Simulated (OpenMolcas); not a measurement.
# Pd³⁺ among point charges: CASSCF and CASPT2 levels and susceptibility

How does a field of 4 point charges split the states of Pd³⁺, and what χT follows?

The numbers are computed with OpenMolcas 26.06 (state-averaged CASSCF and CASPT2, spin-orbit coupling by RASSI with atomic mean-field integrals), except any that are marked as measured or tabulated.

### 1 Starting point

```
Species                           : Pd³⁺ (palladium, Z = 46, 43 electrons)
Basis                             : ANO-RCC-VDZP [6s5p3d1f], 43 functions
Scalar Hamiltonian                : DKH2, point nucleus
Inactive shells                   : 1s 2s 2p 3s 3p 3d 4s 4p
Active space                      : 7 electrons in 5 orbitals (4d)
Some configurations of this space : 4d7
Orbitals                          : optimised for each spin and parity, averaged over all roots
```

The outer shells:

4d7
```
4d [↑↓][↑↓][↑ ][↑ ][↑ ]
```

The ion sits among 4 point charges of -1 e arranged as a tetrahedron (Td), 1.91 Å from the ion.

The work runs as a chain of OpenMolcas steps in one folder; each step below is one input file. Labels, J, g values, rates, χT and fits are worked out afterwards by a script from the matrices that RASSI stores.

### 2 GATEWAY and SEWARD: basis and integrals

The input, a.inp:

```
&GATEWAY
Coord
1

Pd 0.0 0.0 0.0
Basis=ANO-RCC-VDZP
Group=NoSym
NoMove
AngMom=0.0 0.0 0.0
AMFI
XField
4 Angstrom 0
1.102739 1.102739 1.102739 -1.000000
1.102739 -1.102739 -1.102739 -1.000000
-1.102739 1.102739 -1.102739 -1.000000
-1.102739 -1.102739 1.102739 -1.000000
&SEWARD
```

Launch:

```bash
$ OMP_NUM_THREADS=1 MOLCAS_MEM=1689 MOLCAS_PROJECT=a pymolcas a.inp > a.log
```

### 3 CASSCF: quartets, 10 roots

The input, a.inp:

```
&RASSCF
FileOrb=start.orb
Symmetry=1
Spin=4
nActEl=7 0 0
Inactive=18
Ras2=5
CIRoot=10 10 1
SDav=10
CIMx=300
Iter=120 100
PrWF=0.3
OrbListing=Nothing
MaxOrb=0
>>> COPY $Project.JobIph JOB001
```

start.orb holds the contracted functions of the basis, ordered by shell, or the orbitals of the step before.

### 4 CASSCF: doublets, 40 roots

The input, a.inp:

```
&RASSCF
FileOrb=start.orb
Symmetry=1
Spin=2
nActEl=7 0 0
Inactive=18
Ras2=5
CIRoot=40 40 1
SDav=40
CIMx=300
Iter=120 100
PrWF=0.3
OrbListing=Nothing
MaxOrb=0
>>> COPY $Project.JobIph JOB002
```

### 5 State interaction with spin-orbit coupling

The input, a.inp:

```
&RASSI
NrOfJobIphs=2 10 40
1 2 3 4 5 6 7 8 9 10
1 2 3 4 5 6 7 8 9 10 11 12 13 14 15 16 17 18 19 20 21 22 23 24 25 26 27
28 29 30 31 32 33 34 35 36 37 38 39 40
IphNames
JOB001
JOB002
EJob
SpinOrbit
DIPRint=1.0
SOCoupling=1000.0
Subsets=2
Property=9
'ANGMOM' 1 'ANGMOM' 2 'ANGMOM' 3 'MLTPL  1' 1 'MLTPL  1' 2 'MLTPL  1' 3
'AMFI' 1 'AMFI' 2 'AMFI' 3
SOProperty=3
'ANGMOM' 1 'ANGMOM' 2 'ANGMOM' 3
```

### 6 CASPT2: IPEA 0.25, imaginary shift 0.1 (closed shells correlated: 4s 4p)

The input, a.inp:

```
>>> COPY JOB001 $Project.JobIph
&CASPT2
Multistate=10 1 2 3 4 5 6 7 8 9 10
NoMult
Frozen=14
IPEA=0.25
Imaginary=0.1
MaxIter=60
WThr=0.0 0.3 0.05
PrWF=0.5
NoMix
>>> COPY JOB002 $Project.JobIph
&CASPT2
Multistate=40 1 2 3 4 5 6 7 8 9 10 11 12 13 14 15 16 17 18 19 20 21 22
23 24 25 26 27 28 29 30 31 32 33 34 35 36 37 38 39 40
NoMult
Frozen=14
IPEA=0.25
Imaginary=0.1
MaxIter=60
WThr=0.0 0.3 0.05
PrWF=0.5
NoMix
```

(Steps that only read results are left out.)

What does the calculation give? Wanted: spin-free ground state; first state of the same spin within the active space; lowest level; next level.

**Answer**, as computed:

```
                                            quantity                                                                        value
                                              method  SS-CASPT2, IPEA 0.25, imaginary shift 0.1 (closed shells correlated: 4s 4p)
                              spin-free ground state                                              4A2, 1-fold in its orbital part
first state of the same spin within the active space                                                             4T2 at 1910 cm⁻¹
                                        lowest level                                                                    4-fold Γ8
                                          next level                                                                  1408.8 cm⁻¹
                                         χT at 300 K                                                               4.39 cm³ K/mol
                           effective moment at 300 K                                                                      5.92 μB
```

Cost by method:

| method | time of its own steps | time with the reference |
| --- | --- | --- |
| A. CASSCF | 11 s | 11 s |
| B. SS-CASPT2, IPEA 0.25, imaginary shift 0.1, +4s 4p | 4.9 s | 16 s |

Times are of one thread on a shared host.

**Reading.** The spin-free ground state (4A2) comes to 100 % from free-ion F terms and keeps the highest spin of the shell. χT at 300 K is 4.39, against 1.88 cm³ K/mol for the spin alone, so orbital moment adds to it. A ligand-field fit to the states below 45000 cm-1 gives 10Dq = -1920 cm-1, B = 859 cm-1 and C = 3655 cm-1 (C/B = 4.25), with a deviation of 250 cm-1. CASPT2 does not keep the components of a term degenerate, and the means are used. The field of point charges can differ much from that of real complexes. Point charges carry no covalency, so the field is a model and not that of real ligands.
